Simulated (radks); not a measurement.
# Rb in [Kr] 5s1: an all-electron calculation

One table from this session's results is given with a row withheld; the runs are named, their logs left out.

Method: scalar-relativistic Kohn-Sham, r2SCAN, spin-polarised, spherical densities, finite nucleus; open shells are filled with parallel spins first. Code: radks (a radial shooting solver on a logarithmic mesh, Libxc functionals) version 1.

### Starting point

- element: rubidium (Z = 37)
- charge: 0
- electrons: 37
- configuration: [Kr] 5s1
- nuclear rms radius: 4.2036 fm

Outer shells as boxes (Hund's rule):

Rb
```
[Kr] core
5s [↑ ]
```

Set-up of the first run:

Input:

```text
Z 37
configuration [Kr] 5s1 4d0 5p0 6s0 4f0
relativity scalar-relativistic
functional r2scan,r2scan
spin polarised
nucleus finite rms 4.2036 fm
c 137.035999084
```

Among the steps run: Self-consistent calculation.

One table of the session follows, with a row left open; its other results are not shown here.

It belongs to the step «Orbitals and density». Sizes of the orbitals, from the radial functions (bohr):

| level | <r> | outermost maximum (interpolated) | 90 % within | nodes |
| --- | --- | --- | --- | --- |
| 1s up | 0.04030 | 0.0263 | 0.0721 | 0 |
| 1s down | 0.04030 | 0.0263 | 0.0721 | 0 |
| 2s up | 0.1777 | 0.149 | 0.275 | 1 |
| 2s down | 0.1777 | 0.149 | 0.275 | 1 |
| 2p up | 0.1551 | 0.120 | 0.253 | 0 |
| 2p down | 0.1551 | 0.120 | 0.253 | 0 |
| 3s up | 0.5094 | 0.450 | 0.756 | 2 |
| 3s down | 0.5094 | 0.450 | 0.756 | 2 |
| 3p up | 0.5180 | 0.446 | 0.787 | 1 |
| 3p down | 0.5180 | 0.446 | 0.787 | 1 |
| 3d up | 0.5253 | 0.395 | 0.854 | 0 |
| 3d down | 0.5253 | 0.395 | 0.854 | 0 |
| 4s up | 1.461 | 1.26 | 2.16 | 3 |
| 4s down | 1.462 | 1.26 | 2.16 | 3 |
| 4p up | 1.726 | 1.43 | 2.61 | 2 |
| 4p down | 1.719 | 1.43 | 2.60 | 2 |
| 5s up | ? | ? | ? | ? |
| 5p up | 6.989 | 5.98 | 10.4 | 3 |

**Question.** Estimate the row for 5s up.

**Answer.** <r>: 5.219; outermost maximum (interpolated): 4.41; 90 % within: 7.75; nodes: 4. In the column «<r>» it lies between 4p up (1.726) and 5p up (6.989).
